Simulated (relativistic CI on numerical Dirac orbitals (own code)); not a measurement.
# Ions with 20 electrons, Ca to Fe⁶⁺: levels along an isoelectronic sequence

Aim: follow the lowest levels of 20-electron ions as the nuclear charge grows, with one list of configurations.

Program: relativistic CI on numerical Dirac orbitals (own code) version 4. Level of theory: Dirac-Coulomb-Breit CI, KLI orbitals optimised for each configuration, model QED (radiative potential, 1s self-energy scaled to tabulated hydrogen-like ionisation energies). These are calculated values, not measurements, unless marked.

### 1 The system

- electrons: 20
- ions: Ca, Sc⁺, Ti²⁺, V³⁺, Cr⁴⁺, Mn⁵⁺, Fe⁶⁺
- configurations: [Ar] 3d2; [Ar] 4s2; [Ar] 3d 4s; [Ne] 3s2 3p5 3d3; [Ne] 3s 3p6 3d3; [Ar] 3d 4p; [Ne] 3p6 3d4; [Ne] 3p5 3d5

### 2 Ca (Z = 20)

Settings of the run:

```ini
atom Ca  Z=20  charge=0  electrons=20
nucleus A=40  rms_radius_fm=3.4776
hamiltonian dirac-coulomb  breit=on  qed=on  c_scale=1
orbitals kli  potential=per-configuration
slater_scale 1
correlation none
mixing on
configurations
  [Ar] 3d2
  [Ar] 4s2
  [Ar] 3d 4s
  [Ne] 3s2 3p5 3d3
  [Ne] 3s 3p6 3d3
  [Ar] 3d 4p
  [Ne] 3p6 3d4
  [Ne] 3p5 3d5
end
```

Command:

```bash
> python run_levels.py task.json out
```

task.json lists these runs, among others, and the program works through them in turn.

### 3 Sc⁺ (Z = 21)

Changes to the settings of step 2:

```diff
@@ -1,3 +1,3 @@
-atom Ca  Z=20  charge=0  electrons=20
-nucleus A=40  rms_radius_fm=3.4776
+atom Sc  Z=21  charge=1  electrons=20
+nucleus A=45  rms_radius_fm=3.5459
 hamiltonian dirac-coulomb  breit=on  qed=on  c_scale=1
```

### 4 Ti²⁺ (Z = 22)

Changes to the settings of step 3:

```diff
@@ -1,3 +1,3 @@
-atom Sc  Z=21  charge=1  electrons=20
-nucleus A=45  rms_radius_fm=3.5459
+atom Ti  Z=22  charge=2  electrons=20
+nucleus A=48  rms_radius_fm=3.5921
 hamiltonian dirac-coulomb  breit=on  qed=on  c_scale=1
```

### 5 V³⁺ (Z = 23)

Changes to the settings of step 4:

```diff
@@ -1,3 +1,3 @@
-atom Ti  Z=22  charge=2  electrons=20
-nucleus A=48  rms_radius_fm=3.5921
+atom V  Z=23  charge=3  electrons=20
+nucleus A=51  rms_radius_fm=3.6002
 hamiltonian dirac-coulomb  breit=on  qed=on  c_scale=1
```

### 6 Cr⁴⁺ (Z = 24)

Changes to the settings of step 5:

```diff
@@ -1,3 +1,3 @@
-atom V  Z=23  charge=3  electrons=20
-nucleus A=51  rms_radius_fm=3.6002
+atom Cr  Z=24  charge=4  electrons=20
+nucleus A=52  rms_radius_fm=3.6452
 hamiltonian dirac-coulomb  breit=on  qed=on  c_scale=1
```

### 7 Mn⁵⁺ (Z = 25)

Changes to the settings of step 6:

```diff
@@ -1,3 +1,3 @@
-atom Cr  Z=24  charge=4  electrons=20
-nucleus A=52  rms_radius_fm=3.6452
+atom Mn  Z=25  charge=5  electrons=20
+nucleus A=55  rms_radius_fm=3.7057
 hamiltonian dirac-coulomb  breit=on  qed=on  c_scale=1
```

### 8 Fe⁶⁺ (Z = 26)

Changes to the settings of step 7:

```diff
@@ -1,3 +1,3 @@
-atom Mn  Z=25  charge=5  electrons=20
-nucleus A=55  rms_radius_fm=3.7057
+atom Fe  Z=26  charge=6  electrons=20
+nucleus A=56  rms_radius_fm=3.7377
 hamiltonian dirac-coulomb  breit=on  qed=on  c_scale=1
```

(Steps that only read results are left out.)

What does the calculation give? Wanted: lowest level, first ion; lowest level, last ion; changes of the lowest level; interval 3D1 to 3D2; mean jj purity of the low levels.

As calculated:

| quantity | value |
| --- | --- |
| lowest level, first ion | 4s2 1S0 |
| lowest level, last ion | 3d2 3F2 |
| changes of the lowest level | at Sc⁺, at Ti²⁺ |
| interval 3D1 to 3D2 | 1.864 to 575.3 cm⁻¹ |
| mean jj purity of the low levels | 70 to 75 % |

**Reading.** The lowest level changes from 4s2 1S0 to 3d 4s 3D1 at Sc⁺, and again later. The fine-structure interval of 3d 4s 3D grows as about Z to the power 18.5 over this range, steeper than the fourth power of a bare nucleus, since the screened charge grows faster than Z. Only the listed configurations are in the model, so lower levels can be missing. The near-neutral members are the least reliable.
